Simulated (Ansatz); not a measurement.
# SrMg: the cost of one run

Program: Ansatz 0.2.0. Level of theory: DFT LDA, scalar-relativistic. These are calculated values, not measurements.

## 1. Starting point

It takes space group Pm-3m (No. 221, cubic). The conventional cell has a = 3.900 Å, b = 3.900 Å, c = 3.900 Å, α = 90.00°, β = 90.00°, γ = 90.00°. Sr (site symmetry m-3m) has 8 Mg at 3.38 Å as nearest neighbours. Mg (site symmetry m-3m) is surrounded by 8 Sr at 3.38 Å.

Structure file:

```
Sr Mg
1.0
     3.90000    0.00000    0.00000
     0.00000    3.90000    0.00000
     0.00000    0.00000    3.90000
Sr Mg
1 1
Direct
  0.50000 0.50000 0.50000
  0.00000 0.00000 0.00000
```

Atoms are numbered in the order of the input: Sr1, Mg2.

## 2. The deformed structure

Space group Pm-3m before, P4/mmm after.

## 3. Full-potential LAPW

Input file input.yaml:

```yaml
crystal:
  lattice:
    - [3.939, 0.0, 0.0]
    - [0.0, 3.939, 0.0]
    - [0.0, 0.0, 3.9]
  atoms:
    - { symbol: Sr, position: [0.5, 0.5, 0.5] }
    - { symbol: Mg, position: [0.0, 0.0, 0.0] }
kpoints:
  mp_grid: { grid: [9, 9, 9] }
  band_path:
    path:
      - [0.0, 0.0, 0.0]
      - [0.0, 0.5, 0.0]
      - [0.5, 0.5, 0.0]
      - [0.0, 0.0, 0.0]
      - [0.0, 0.0, 0.5]
      - [0.0, 0.5, 0.5]
      - [0.5, 0.5, 0.5]
      - [0.0, 0.0, 0.5]
      - [0.0, 0.5, 0.0]
    npoints: 5
scf:
  occupations: { method: fermi_dirac, width: 0.05 }
hamiltonian:
  xc: lda
  pseudopotentials: { kind: all_electron, lapw: { basis_error: 0.0005 } }
output:
  forces: true
  stress: true
  eigenvalues: true
```

On the command line:

```
$ ansatz run input.yaml --threads 1 --pin off --max-ram 3072MiB --backend cpu --events-out ev --progress --plain --runs-dir out
```

Q: Estimate wall time and peak memory on 1 thread of Intel Xeon Platinum 8488C (Sapphire Rapids), shared host.

About 8.3 s, with a peak of 0.35 GiB.
